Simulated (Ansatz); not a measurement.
# MnS: the cost of one run

Computed with Ansatz 0.2.0 (DFT PBE+U (U_eff = 3.9 eV on Mn 3d), scalar-relativistic, plane waves, PAW, unless a step's input says otherwise).

The COD entry's cell or inner coordinates are ideal or old and differ from later refinements, so a difference from it is no clean test against experiment.

These runs use a low cutoff (300 eV) and a coarse mesh on purpose, to show what cheap settings give: their numbers aren't properties of the material.

## 1. The starting structure

It takes space group R-3m (No. 166, trigonal). The conventional cell has a = 3.746 Å, b = 3.746 Å, c = 9.082 Å, α = 90.00°, β = 90.00°, γ = 120.00°. Mn (site symmetry -3m) has 6 S at 2.64 Å as nearest neighbours. Around S (site symmetry -3m) lie 6 Mn at 2.64 Å.

As a file:

```
CELL_PARAMETERS angstrom
-2.61281 -2.61281 5.26163
-5.26163 -2.61281 2.61281
-2.61281 -5.26163 2.61281
ATOMIC_POSITIONS crystal
Mn 0.00000 0.00000 0.00000
S 0.25000 0.25000 0.25000
Mn 0.50000 0.50000 0.50000
S 0.75000 0.75000 0.75000
```

This cell comes from an earlier session at PBE+U (U_eff = 3.9 eV on Mn 3d): 18.395 Å³/atom at 0.00 GPa, on a 4×4×4 mesh. The large moments point both ways and cancel.

Volume factors to run: 0.980, 1.020, 0.960, 1.040.

## 2. Scaling the volume by 0.980

Contents of input.yaml:

```yaml
crystal:
  lattice:
    - [-2.5952764465, -2.5952764465, 5.2263198613]
    - [-5.2263198613, -2.5952764465, 2.5952764465]
    - [-2.5952764465, -5.2263198613, 2.5952764465]
  atoms:
    - { symbol: Mn, position: [0.0, 0.0, 0.0], spin: 4.9 }
    - { symbol: S, position: [1.2499999997, -0.7500000003, -0.7500000003] }
    - { symbol: Mn, position: [0.5, 0.5, 0.5], spin: -4.9 }
    - { symbol: S, position: [1.7500000003, -0.2499999997, -0.2499999997] }
basis:
  ecutwfc: 300
  ecutrho_ratio: 4
kpoints:
  mp_grid: { grid: [4, 4, 4] }
hamiltonian:
  xc: pbe
  hubbard:
    sites:
      - { species: Mn, l: d, u_eff: 3.9, starting_ns: start.occupation_matrices }
    ns_hold: { iters: 6 }
scf:
  occupations: { method: gaussian, width: 0.05 }
  lower_state_search: "off"
output:
  forces: true
  stress: true
  eigenvalues: true
  populations: true
magnetization:
  spin_polarized: true
relax:
  f_tol: 0.01
  max_steps: 40
  cell: { stress_tol: 0.1, fix: [volume] }
```

The open shells start from the occupation matrices of the run at the neighbouring geometry (file start.occupation_matrices).

On the command line:

```console
$ ansatz run input.yaml --threads 1 --pin off --max-ram 2560MiB --backend cpu --events-out ev --progress --plain --runs-dir out
```

What time and memory should one allow on 1 thread of Arm Neoverse N1, shared host?

About 13 s, with a peak of 0.36 GiB.
